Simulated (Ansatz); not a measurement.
# K+ with F−: structure and interaction energy

The task here is to estimate one member of a computed series from the others.

Program: Ansatz 0.2.0, Gaussian basis. Level of theory: PBE0-D4 structure, single points in def2-TZVPPD. These are calculated values, not measurements.

Levels: PBE-D4, revPBE-D4, BLYP-D4, r2SCAN-D4, B97M-V, PBE0-D4, B3LYP-D4, HSE06-D4, wB97X-V, wB97M-V, B2PLYP, Hartree-Fock, MP2, CCSD, CCSD(T). The reference is CCSD(T) extrapolated to the basis limit. For elements past Ar these valence bases correlate outer-core shells poorly and lack relativity, so that limit is rough.

Cores are frozen in the correlated methods. The outer core shell of Li, Na, Mg and K is correlated. B3LYP uses VWN-RPA correlation. B2PLYP carries no dispersion term here.

150 further runs of the same task are left out: 150 set aside as unsound or not needed.

### Starting geometry

The pair, from a GFN2-xTB docking trial: 2 atoms, charge 0, spin multiplicity 1.

Atoms are counted from 1 here; the program's logs count them from 0.

Bond lengths: K1–F2 2.021 Å.

Coordinates:

| atom | x (Å) | y (Å) | z (Å) |
| --- | --- | --- | --- |
| K1 | 0.0000 | 0.0000 | -1.0106 |
| F2 | 0.0000 | 0.0000 | 1.0106 |

Atoms 1 to 1 are fragment A (K+), the rest fragment B (F−).

Set-up of the first run:

pre/in.yaml reads:

```yaml
crystal:
  periodic: [false, false, false]
  atoms:
    - {symbol: K, position_ang: [0.000000, 0.000000, -1.010600]}
    - {symbol: F, position_ang: [0.000000, 0.000000, 1.010600]}
basis:
  gaussian: {orbitals: def2-SVP}
hamiltonian: {xc: pbe, dispersion: d4}
relax: {f_tol: 0.03, max_steps: 250}
```

Command:

```bash
$ ansatz run in.yaml --threads 2 --pin off --events-out ev --progress --plain --max-ram 5222MiB
```

Steps of the session up to this table: A first relaxation in a small basis; Relaxation at PBE0-D4; wB97X-V/def2-TZVPPD; wB97M-V/def2-TZVPPD; B2PLYP/def2-TZVPPD; B97M-V/def2-TZVPPD; CCSD(T)/def2-TZVPPD; CCSD(T)/def2-QZVPPD; Hartree-Fock/STO-3G; SPW92/def2-SVP; wB97M-V/def2-SVP; CCSD(T)/def2-SVP; Vibrations of the pair.

One of the session's tables, all rows but one given; the rest of the session is left out.

| method | interaction (meV) |
| --- | --- |
| PBE-D4 | -5895 |
| revPBE-D4 | -5782 |
| BLYP-D4 | ? |
| r2SCAN-D4 | -5938 |
| B97M-V | -5909 |
| PBE0-D4 | -5947 |
| B3LYP-D4 | -5904 |
| HSE06-D4 | -5948 |
| wB97X-V | -5889 |
| wB97M-V | -5900 |
| B2PLYP | -5850 |
| Hartree-Fock | -5830 |
| MP2 | -5774 |
| CCSD | -5810 |
| CCSD(T) | -5792 |
| CCSD(T)/CBS | -5986 |

**Question.** Estimate the row for BLYP-D4.

**Answer.** interaction (meV): -5829. In the column «interaction (meV)» it lies between Hartree-Fock (-5830) and CCSD (-5810).
